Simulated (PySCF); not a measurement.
# Ti⁺: dipole response in x2c-TZVPPall plus 1 even-tempered diffuse shell per l

Aim: the static polarisability and the C₆ coefficient of Ti⁺, method by method.

Program: PySCF 2.14.0. Level of theory: unrestricted determinants in a Gaussian basis, no spin-orbit coupling in the energies. These are calculated values, not measurements, unless marked.

## 1. The atom as given

| Item | Value |
| --- | --- |
| Element | titanium (Z = 22) |
| Basis | x2c-TZVPPall with one added diffuse shell each of s, p, d, f type (7s6p5d3f1g, 80 functions) |
| Hamiltonian | scalar relativity by spin-free X2C-1e |
| State 1 | Ti⁺: [Ar] 3d2 4s1, high-spin 4F determinant |
| Methods | wB97X, TPSS |

Outer shells as boxes (Hund's rule):

Ti+ [Ar] 3d2 4s1
```
[Ar] core
3d [↑ ][↑ ][  ][  ][  ]
4s [↑ ]
```

The runs were made by one driver on top of PySCF. The scripts below sum up each run's settings (the driver also hands on starting orbitals that pick excited configurations, and frozen orbitals as a list rather than a count), and the logs come from the driver's own runs. The driver starts from symmetry-adapted Hartree-Fock orbitals, holds the occupation by maximum overlap and uses a logarithmic radial grid for functionals, so a plain start would take other cycles.

The integrals over 80 functions and the set-up took 1.9 s of CPU time.

## 2. Ti⁺: the ladder of methods

#### wB97X

input.py reads:

```python
from pyscf import gto, scf, dft, mp, cc
import basis_set_exchange as bse
mol = gto.M(atom="Ti 0 0 0", charge=1, spin=3, symmetry="D2h",
            basis=gto.basis.parse(bse.get_basis("x2c-TZVPPall", elements=["Ti"], fmt="nwchem", augment_diffuse=1)),
            nucmod="G")
mf = dft.UKS(mol, xc="WB97X").sfx2c1e()
mf.irrep_nelec = {'Ag': (5, 3), 'B1g': (1, 0), 'B1u': (2, 2), 'B2u': (2, 2), 'B3u': (2, 2)}
mf.kernel()
```

Standard output:

```text
damping factor = 0
level_shift factor = 0
DIIS = <class 'pyscf.scf.diis.CDIIS'>
diis_start_cycle = 1
diis_space = 10
diis_damp = 0
SCF conv_tol = 1e-09
SCF conv_tol_grad = None
number electrons alpha = 12  beta = 9
XC functionals = WB97X
    J.-D. Chai and M. Head-Gordon.,  J. Chem. Phys. 128, 084106 (2008)
cycle= 1 E= -853.451778136217  delta_E= -0.00459  |g|= 0.0146  |ddm|= 0.137
cycle= 2 E= -853.451927244116  delta_E= -0.000149  |g|= 0.00704  |ddm|= 0.0439
cycle= 3 E= -853.451946402523  delta_E= -1.92e-05  |g|= 0.00147  |ddm|= 0.0179
cycle= 4 E= -853.451950217514  delta_E= -3.81e-06  |g|= 0.000308  |ddm|= 0.0129
cycle= 5 E= -853.451950434798  delta_E= -2.17e-07  |g|= 3.12e-05  |ddm|= 0.00416
cycle= 6 E= -853.451950436761  delta_E= -1.96e-09  |g|= 3.66e-06  |ddm|= 0.000395
cycle= 7 E= -853.451950436773  delta_E= -1.21e-11  |g|= 2.53e-07  |ddm|= 1.33e-05
converged SCF energy = -853.451950436773  <S^2> = 3.7506514  2S+1 = 4.0003257
```

It used 65 s of CPU time after the integrals (shared host).

The occupied shells:

```csv
shell,electrons,mean orbital energy (eV),spread (eV),rms radius (bohr)
1s α,1,-4902.2,0,0.0804
1s β,1,-4902.2,0,0.0804
2s α,1,-556.56,0,0.352
2s β,1,-555.97,0,0.352
2p α,3,-461.89,0,0.322
2p β,3,-461.41,0,0.322
3s α,1,-77.185,0,1.08
3s β,1,-75.189,0,1.08
3p α,3,-52.206,0,1.18
3p β,3,-50.060,0,1.18
3d α,2,-16.572,0,1.67
4s α,1,-13.104,0,3.42
```

⟨S²⟩ = 3.751, ⟨L²⟩ = 12.01.

The driver then solved the coupled dipole response at imaginary frequencies: mean α = 54.06 bohr³, C₆ = 352.9 au for a like pair.

#### TPSS

Changes to input.py:

```diff
@@ -5,3 +5,3 @@
             nucmod="G")
-mf = dft.UKS(mol, xc="WB97X").sfx2c1e()
+mf = dft.UKS(mol, xc="TPSS").sfx2c1e()
 mf.irrep_nelec = {'Ag': (5, 3), 'B1g': (1, 0), 'B1u': (2, 2), 'B2u': (2, 2), 'B3u': (2, 2)}
```

Standard output:

```text
damping factor = 0
level_shift factor = 0
DIIS = <class 'pyscf.scf.diis.CDIIS'>
diis_start_cycle = 1
diis_space = 10
diis_damp = 0
SCF conv_tol = 1e-09
SCF conv_tol_grad = None
number electrons alpha = 12  beta = 9
XC functionals = TPSS
    J. Tao, J. P. Perdew, V. N. Staroverov, and G. E. Scuseria.,  Phys. Rev. Lett. 91, 146401 (2003)
    J. P. Perdew, J. Tao, V. N. Staroverov, and G. E. Scuseria.,  J. Chem. Phys. 120, 6898 (2004)
    J. Tao, J. P. Perdew, V. N. Staroverov, and G. E. Scuseria.,  Phys. Rev. Lett. 91, 146401 (2003)
    J. P. Perdew, J. Tao, V. N. Staroverov, and G. E. Scuseria.,  J. Chem. Phys. 120, 6898 (2004)
cycle= 1 E= -853.487013591429  delta_E= -0.0071  |g|= 0.00711  |ddm|= 0.283
cycle= 2 E= -853.487032646151  delta_E= -1.91e-05  |g|= 0.00104  |ddm|= 0.0353
cycle= 3 E= -853.487032831191  delta_E= -1.85e-07  |g|= 0.000759  |ddm|= 0.00191
cycle= 4 E= -853.487033002692  delta_E= -1.72e-07  |g|= 5.81e-05  |ddm|= 0.000973
cycle= 5 E= -853.487033004018  delta_E= -1.33e-09  |g|= 2.66e-06  |ddm|= 6.88e-05
cycle= 6 E= -853.487033004022  delta_E= -3.07e-12  |g|= 1.53e-07  |ddm|= 5.13e-06
converged SCF energy = -853.487033004022  <S^2> = 3.7506248  2S+1 = 4.0003124
```

CPU time 58 s on a shared host, the integrals not counted.

The driver then solved the coupled dipole response at imaginary frequencies: mean α = 52.24 bohr³, C₆ = 343.0 au for a like pair.

Radial density 4πr²ρ of Ti⁺ at TPSS:

| r (bohr) | density | spin density |
| --- | --- | --- |
| 0.00132 | 0.194 | 0.000 |
| 0.00222 | 0.496 | 0.000 |
| 0.00374 | 1.25 | 0.001 |
| 0.00629 | 3.03 | 0.001 |
| 0.0106 | 6.85 | 0.003 |
| 0.0178 | 13.7 | 0.006 |
| 0.0299 | 22.3 | 0.009 |
| 0.0503 | 26.1 | 0.006 |
| 0.0847 | 21.1 | -0.001 |
| 0.142 | 21.6 | 0.017 |
| 0.240 | 27.9 | 0.100 |
| 0.403 | 13.6 | 0.384 |
| 0.678 | 8.85 | 1.093 |
| 1.14 | 8.36 | 1.229 |
| 1.92 | 1.85 | 0.818 |
| 3.23 | 0.500 | 0.483 |
| 5.43 | 0.0530 | 0.053 |
| 9.13 | 0.000333 | 0.000 |

## 3. The response side by side

Ti⁺, in atomic units:

```
method  mean α  C₆ (like pair)  S(−4)
 wB97X   54.06           352.9   2577
  TPSS   52.24           343.0   2302
```

α(iu) at TPSS:

```csv
u (hartree),α(iu) (bohr³)
0,52.24
0.0500,47.11
0.100,36.75
0.200,20.72
0.300,13.01
0.500,7.010
0.750,4.384
1.00,3.164
1.50,1.958
2.00,1.347
3.00,0.7486
5.00,0.3253
```

## 4. Results

| quantity | value |
| --- | --- |
| α of Ti⁺ | 52.24 (TPSS) to 54.06 (wB97X) bohr³ |

**Reading.** A single London oscillator with the computed α and C₆ of Ti⁺ at wB97X would have ω = 4 C₆ / (3 α²) = 0.161 hartree. The basis is finite, and no extrapolation was made.
